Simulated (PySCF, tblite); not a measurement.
# C7H12ClFO: infrared bands and NMR shifts

What infrared bands and NMR shifts should C7H12ClFO (`C[C@@H]1CC[C@](F)(Cl)COC1`) show?

Computed with tblite 0.8.0 and PySCF 2.14.0, with density-fitted response routines of our own, on a single molecule in the gas phase. Atoms are numbered from 0 throughout.

## Step 1: Starting geometry

22 atoms, charge 0, multiplicity 1; geometry from: GFN2-xTB.

Bonds of the start (Å): C0–C1 1.53, C1–C2 1.53, C2–C3 1.53, C3–C4 1.52, C4–F5 1.37, C4–Cl6 1.80, C4–C7 1.54, C7–O8 1.39, O8–C9 1.42, C9–C1 1.54, C0–H10 1.09, C0–H11 1.09, C0–H12 1.09, C1–H13 1.10, C2–H14 1.09, C2–H15 1.09, C3–H16 1.09, C3–H17 1.09, C7–H18 1.10, C7–H19 1.09, C9–H20 1.09, C9–H21 1.10.

## Step 2: Vibrational analysis with GFN2-xTB

Job settings and geometry (Å):

```
{"job": {"kind": "ir", "xc": "GFN2-xTB", "basis": "xTB"}, "charge": 0, "multiplicity": 1}
C      2.231125     0.070454     0.553467
C      1.279784    -0.017478    -0.638492
C      0.346582     1.195394    -0.719232
C     -0.733190     1.265479     0.365879
C     -1.873602     0.279372     0.140219
F     -2.246049     0.289881    -1.181801
Cl    -3.325282     0.838198     1.042842
C     -1.576394    -1.173627     0.561337
O     -0.221448    -1.494266     0.620103
C      0.502553    -1.340639    -0.588492
H      2.731820     1.035435     0.574121
H      1.687494    -0.067789     1.483589
H      2.986692    -0.708605     0.487885
H      1.874894    -0.029671    -1.558476
H      0.953878     2.099233    -0.642537
H     -0.140874     1.210455    -1.696215
H     -1.155677     2.272022     0.362622
H     -0.311467     1.070864     1.351276
H     -2.114641    -1.834637    -0.136240
H     -1.954324    -1.344246     1.571976
H      1.214262    -2.172053    -0.616776
H     -0.166547    -1.424390    -1.452322
```

**Question.** This job is followed by: GIAO PBE0/pcSseg-1 NMR shielding, non-relativistic, gas phase. Predict these results of the whole session: strongest single infrared mode (GFN2-xTB); zero-point energy (GFN2-xTB); 13C shifts against TMS (PBE0/pcSseg-1); 1H shifts against TMS (PBE0/pcSseg-1, means over atoms taken as alike); 19F shifts against CFCl3 (PBE0/pcSseg-1); 35Cl shifts against HCl (PBE0/pcSseg-1); 17O shifts against H2O (PBE0/pcSseg-1).

As calculated:

| quantity | value |
| --- | --- |
| strongest single infrared mode (GFN2-xTB) | 2944 cm⁻¹, 54 km/mol |
| zero-point energy (GFN2-xTB) | 113.7 kcal/mol |
| 13C shifts against TMS (PBE0/pcSseg-1) | 123.6, 86.4, 77.2, 40.0, 37.0, 32.0, 18.2 ppm |
| 1H shifts against TMS (PBE0/pcSseg-1, means over atoms taken as alike) | 4.33, 4.32, 3.92, 3.44, 2.66, 2.35, 2.25, 1.59, 1.38, 1.19 ppm |
| 19F shifts against CFCl3 (PBE0/pcSseg-1) | -115.3 ppm |
| 35Cl shifts against HCl (PBE0/pcSseg-1) | 324 ppm |
| 17O shifts against H2O (PBE0/pcSseg-1) | 40.2 ppm |

**Reading.** All 60 modes are real, so the xTB geometry is a minimum. The strongest single mode, at 2944 cm⁻¹, moves mainly H20. GFN2-xTB is a fitted tight-binding method: band positions and strengths are rough. Its intensities can rank the bands wrongly. At PBE0/pcSseg-1: The widest tensor belongs to Cl6: span 687 ppm, with a paramagnetic part of -519 ppm.
